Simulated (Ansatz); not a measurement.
# BrGaH₂OS: small, medium and large basis sets

The task here is to estimate one member of a computed series from the others.

Method: one geometry, several basis sets; program: Ansatz 0.2.0, Gaussian basis.

Levels to be run: PBE0-D4/def2-SVP; ωB97M-V/def2-SVP; PBE0-D4/def2-QZVPP; ωB97M-V/def2-QZVPP; the functionals' def2-TZVPP values are taken from earlier runs.

### The geometry

The geometry comes from an earlier relaxation with PBE0-D4 in a triple-zeta def2 set; it is a stationary point.

6 atoms, charge 0, spin multiplicity 1.

Atoms are counted from 1 here; the program's logs count them from 0.

Bond lengths: O1–Ga2 1.774 Å, O1–H5 0.960 Å, Ga2–S3 2.188 Å, Ga2–Br4 2.265 Å, S3–H6 1.344 Å. Angles: Ga2–O1–H5 114.4°, O1–Ga2–S3 125.0°, O1–Ga2–Br4 115.9°, S3–Ga2–Br4 119.1°, Ga2–S3–H6 93.7°.

The first run:

in.yaml

```yaml
crystal:
  periodic: [false, false, false]
  atoms:
    - {symbol: O, position_ang: [-0.433158, 0.847442, -1.307751]}
    - {symbol: Ga, position_ang: [-0.173746, -0.536368, -0.228461]}
    - {symbol: S, position_ang: [0.725535, -0.422649, 1.763227]}
    - {symbol: Br, position_ang: [-0.843988, -2.549266, -1.021736]}
    - {symbol: H, position_ang: [-0.141827, 1.689169, -0.950154]}
    - {symbol: H, position_ang: [0.909184, 0.907674, 1.698676]}
basis:
  gaussian: {orbitals: def2-SVP}
hamiltonian: {xc: pbe0, dispersion: d4}
output: {orbitals: {seedname: orbitals}}
```

On the command line:

```console
> ansatz run in.yaml --threads 4 --pin off --events-out ev --progress --plain --max-ram 10444MiB
```

Steps of the session up to this table: PBE0-D4 in def2-SVP; ωB97M-V in def2-SVP; PBE0-D4 in def2-QZVPP; ωB97M-V in def2-QZVPP.

One of the session's tables, all rows but one given; the rest of the session is left out.

It belongs to the step «Functionals by basis». 

```
functional       basis  HOMO (eV)
   PBE0-D4    def2-SVP          ?
   PBE0-D4  def2-TZVPP      -8.12
   PBE0-D4  def2-QZVPP      -8.15
   ωB97M-V    def2-SVP     -10.14
   ωB97M-V  def2-TZVPP     -10.32
   ωB97M-V  def2-QZVPP     -10.35
```

**Question.** Estimate the row for PBE0-D4, def2-SVP.

As computed: HOMO (eV): -7.98. In the column «HOMO (eV)» it is the highest.
